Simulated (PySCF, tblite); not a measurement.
# C3H13ClSi4: geometry, infrared bands and NMR shifts

Wanted: the infrared bands and NMR shifts of C3H13ClSi4 (`C=C[SiH2][Si@H](CCl)[SiH2][SiH3]`), by calculation.

Programs: tblite 0.8.0 and PySCF 2.14.0, with density-fitted response routines of our own. Each step states its level of theory. These are calculated values for one molecule in the gas phase, unless marked as measured. Atoms are numbered from 0 throughout.

**1. Starting geometry**

21 atoms, charge 0, multiplicity 1; geometry from: force field or distance geometry start.

Bonds of the start (Å): C0–C1 1.33, C1–Si2 1.86, Si2–Si3 2.22, Si3–C4 1.86, C4–Cl5 1.78, Si3–Si6 2.22, Si6–Si7 2.22, C0–H8 1.10, C0–H9 1.06, C1–H10 1.08, Si2–H11 1.47, Si2–H12 1.46, Si3–H13 1.47, C4–H14 1.10, C4–H15 1.12, Si6–H16 1.47, Si6–H17 1.48, Si7–H18 1.48, Si7–H19 1.48, Si7–H20 1.47.

**2. Geometry optimisation with GFN2-xTB**

Job settings and geometry (Å):

```
{"job": {"kind": "relax", "xc": "GFN2-xTB", "basis": "xTB"}, "charge": 0, "multiplicity": 1}
C     -2.623100    -0.151200     2.037100
C     -2.747100    -0.734700     0.844300
Si    -1.141600    -1.146100    -0.007700
Si    -0.184500     0.781600    -0.540900
C     -0.135900     0.918600    -2.397300
Cl     0.039400     2.655200    -2.749300
Si     1.871800     1.009100     0.258600
Si     2.925000    -0.922600     0.521800
H     -3.485900     0.136200     2.647100
H     -1.664900     0.067900     2.446500
H     -3.691200    -0.989000     0.386000
H     -1.529000    -1.827500    -1.253400
H     -0.304800    -2.038300     0.787300
H     -1.023200     1.891800    -0.061400
H     -1.097200     0.521600    -2.768300
H      0.722000     0.326700    -2.808800
H      2.652800     1.815800    -0.694100
H      1.770900     1.732100     1.548700
H      2.503400    -1.623300     1.754400
H      4.361500    -0.619700     0.710900
H      2.772600    -1.787200    -0.662100
```

The run is started by

```bash
$ OMP_NUM_THREADS=1 python probes_run.py task.json out
```

One launch serves the whole session: the jobs run in the order shown.

**Question.** This job is followed by: GFN2-xTB harmonic vibrations, gas phase; GIAO PBE0/pcSseg-1 NMR shielding, non-relativistic, gas phase. Predict these results of the whole session: strongest single infrared mode (GFN2-xTB); zero-point energy (GFN2-xTB); 13C shifts against TMS (PBE0/pcSseg-1); 1H shifts against TMS (PBE0/pcSseg-1, means over atoms taken as alike); 29Si shifts against TMS (PBE0/pcSseg-1); 35Cl shifts against HCl (PBE0/pcSseg-1).

**Answer**, as computed:

```
                                                              quantity                                                                 value
                             strongest single infrared mode (GFN2-xTB)                                                  564 cm⁻¹, 598 km/mol
                                          zero-point energy (GFN2-xTB)                                                         84.0 kcal/mol
                                13C shifts against TMS (PBE0/pcSseg-1)                                                145.6, 139.0, 31.5 ppm
1H shifts against TMS (PBE0/pcSseg-1, means over atoms taken as alike)  6.55, 6.42, 5.88, 4.45, 4.42, 4.23, 3.64, 3.57, 3.39, 3.21, 2.91 ppm
                               29Si shifts against TMS (PBE0/pcSseg-1)                                      -67.5, -73.1, -117.4, -131.4 ppm
                               35Cl shifts against HCl (PBE0/pcSseg-1)                                                                80 ppm
```

The optimisation took 244 steps and gained 0.763 eV; among the close pairs (by a distance rule), Si3–Si6 changed most, from 2.218 to 2.338 Å. The lowest mode is imaginary (45i cm⁻¹), so the xTB geometry is not a minimum. The strongest single mode, at 564 cm⁻¹, moves mainly H16 and H13. Unscaled tight-binding wavenumbers are off by several per cent, some by more. Its intensities can rank the bands wrongly. The most deshielded carbon is C0 (terminal =CH2 carbon), at 145.6 ppm: an sp2 carbon of a C=C bond. The most deshielded hydrogen is H10 (hydrogen on an alkene CH), at 6.55 ppm: olefinic region. At PBE0/pcSseg-1: The largest span, 316 ppm, is at Cl5, where the paramagnetic term is -276 ppm.
